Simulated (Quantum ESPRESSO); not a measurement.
**TiSeS: equation of state with PBE**

The system is TiSeS.

```xyz
3
Lattice="3.4883 0.0000 0.0000 -1.7441 3.0209 0.0000 0.0000 0.0000 6.1819" Properties=species:S:1:pos:R:3 pbc="T T T"
Se    1.7441    1.0070    1.5035
Ti    0.0000    2.0140    6.0952
S     0.0000    0.0000    4.7651
```

The cell comes from a database or a generator and needn't be the stable form of this composition.

```
Program             : Quantum ESPRESSO 7.5
Task                : equation of state
Functional          : PBE
Potentials or basis : SSSP 1.3 efficiency PBE
Cutoff              : 748 eV
Density cutoff      : 5987 eV
k mesh              : 9 × 9 × 5
Occupations         : fermi-dirac, width 0.05 eV
Spin                : no spin polarisation
Mixing beta         : 0.5
Most SCF iterations : 120
SCF threshold       : 6e-10 Ry
```

```json
{"Equilibrium volume": "21.89 Å³/atom", "Bulk modulus at fixed shape and positions": "82 GPa", "Pressure derivative of the bulk modulus": "4.1"}
```

Energy against volume, from the lowest point:
```tsv
volume (Å³/atom)	energy (meV/atom)
20.412	28.55
20.846	13.57
21.280	4.24
21.715	0.00
22.149	0.37
22.583	4.91
23.017	13.21
```

All runs of the series together: 8.2 min on 1 thread of Arm Neoverse V1, on a shared host.

Caveat: the cell was scaled at fixed shape and fractional positions, which overstates the stiffness of a crystal with free parameters, most of all of layers and chains; this functional lacks dispersion, which binds the layers, so the pressure and a relaxed spacing across them are unreliable.
